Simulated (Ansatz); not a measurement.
# AlB2H8NSi: the cost of one run

Program: Ansatz 0.2.0, Gaussian basis. Level of theory: the settings change from run to run. These are calculated values, not measurements.

## (1) The relaxed structure

The geometry comes from an earlier relaxation with PBE0-D4 in a triple-zeta def2 set; it is a stationary point, not always the lowest conformer.

13 atoms, charge 0, spin multiplicity 1.

Atoms are counted from 1 here; the program's logs count them from 0.

Bond lengths: B1–B2 1.634 Å, B1–Al4 2.253 Å, B1–H6 1.196 Å, B1–H7 1.228 Å, B2–Si3 1.869 Å, B2–Al4 2.223 Å, B2–H8 1.189 Å, Si3–H9 1.482 Å, Si3–H10 1.488 Å, Al4–N5 1.765 Å, Al4–H11 1.579 Å, N5–H12 1.007 Å, N5–H13 1.007 Å. Angles: B2–B1–Al4 67.6°, B2–B1–H6 121.7°, B2–B1–H7 124.9°, Al4–B1–H6 132.9°, Al4–B1–H7 70.6°, H6–B1–H7 112.9°, B1–B2–Si3 85.6°, B1–B2–Al4 69.6°, B1–B2–H8 129.2°, Si3–B2–Al4 94.9°, Si3–B2–H8 126.9°, Al4–B2–H8 131.6°, B2–Si3–H9 126.2°, B2–Si3–H10 124.0°, H9–Si3–H10 109.1°, B1–Al4–B2 42.8°, B1–Al4–N5 112.8°, B1–Al4–H11 120.2° and more.

As a file:

```xyz
13

B    -0.53773   -1.03478   -0.55277
B     0.95983   -0.39992   -0.70527
Si    1.41319   -1.49399    0.74021
Al   -0.34117    0.95660    0.48163
N    -1.01831    2.28627   -0.46092
H    -1.16500   -1.40108   -1.50247
H    -1.19216   -1.04840    0.48655
H     1.60062   -0.21668   -1.68937
H     0.68940   -1.58475    2.03002
H     2.43730   -2.57232    0.67941
H    -0.36479    1.03876    2.05789
H    -1.03915    2.30737   -1.46785
H    -1.42144    3.12831   -0.08227
```

## (2) revPBE0/ANO-RCC-VTZP

Set apart from the defaults: a grid of angular degree 11, high accuracy.

in.yaml reads:

```yaml
crystal:
  periodic: [false, false, false]
  atoms:
    - {symbol: B, position_ang: [-0.537733, -1.034782, -0.552770]}
    - {symbol: B, position_ang: [0.959835, -0.399918, -0.705267]}
    - {symbol: Si, position_ang: [1.413194, -1.493986, 0.740215]}
    - {symbol: Al, position_ang: [-0.341174, 0.956598, 0.481629]}
    - {symbol: N, position_ang: [-1.018306, 2.286274, -0.460916]}
    - {symbol: H, position_ang: [-1.165004, -1.401081, -1.502468]}
    - {symbol: H, position_ang: [-1.192158, -1.048399, 0.486552]}
    - {symbol: H, position_ang: [1.600624, -0.216681, -1.689367]}
    - {symbol: H, position_ang: [0.689404, -1.584750, 2.030020]}
    - {symbol: H, position_ang: [2.437301, -2.572318, 0.679405]}
    - {symbol: H, position_ang: [-0.364792, 1.038759, 2.057892]}
    - {symbol: H, position_ang: [-1.039148, 2.307373, -1.467853]}
    - {symbol: H, position_ang: [-1.421443, 3.128312, -0.082274]}
basis:
  gaussian: {orbitals: ANO-RCC-VTZP, final_grid: {core_spheres: 5, valence_spheres: 4, degree: 11}}
hamiltonian: {xc: {name: revPBE0}}
accuracy: high
output: {forces: true}
```

Launch:

```bash
$ ansatz run in.yaml --threads 4 --pin off --events-out ev --progress --plain --max-ram 10444MiB
```

Q: Estimate wall time and peak memory on 4 threads of Arm Neoverse V2, shared host.

About 4.8 min, with a peak of 3 GiB.
